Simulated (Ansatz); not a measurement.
# BGe+ (singlet): geometry optimisation

Where does this start of BGe+ (singlet) end when it is relaxed?

Program: Ansatz 0.2.0, Gaussian basis. Level of theory: RKS PBE0/def2-TZVP. These are calculated values, not measurements.

### Step 1. The system as given

2 atoms, charge 1, spin multiplicity 1.

Atoms are counted from 1 here; the program's logs count them from 0.

Bond lengths: Ge1–B2 1.897 Å.

As a file:

```
Ge    0.0000    0.0000    0.0000
B     0.0000    0.0000    1.8972
```

The start is set by covalent radii. Sticks and bond lists go by distance. No spin-orbit coupling is included. 

### Step 2. Relaxation

in.yaml reads:

```yaml
crystal:
  periodic: [false, false, false]
  atoms:
    - {symbol: Ge, position_ang: [0.000000, 0.000000, 0.000000]}
    - {symbol: B, position_ang: [0.000000, 0.000000, 1.897200]}
basis:
  gaussian: {orbitals: def2-TZVP}
total_charge: 1
hamiltonian: {xc: pbe0}
relax: {f_tol: 0.004, max_steps: 80}
```

Launch:

```
$ ansatz run in.yaml --threads 1 --pin off --events-out ev --progress --plain --max-ram 2176MiB
```

What does the calculation give? Wanted: energy gained; shift from the start; total energy.

**Answer**, as computed:

| quantity | value |
| --- | --- |
| steps | 9 |
| energy gained | 0.456 eV |
| shift from the start (rms) | 0.333 Å |
| total energy | -57172.2489 eV |

By distance, Ge1–B2 opened. Ge1–B2 went from 1.897 to 2.564 Å. No vibrations were run, so this is a stationary point, not a proven minimum, and this spin need not be the ground state's.
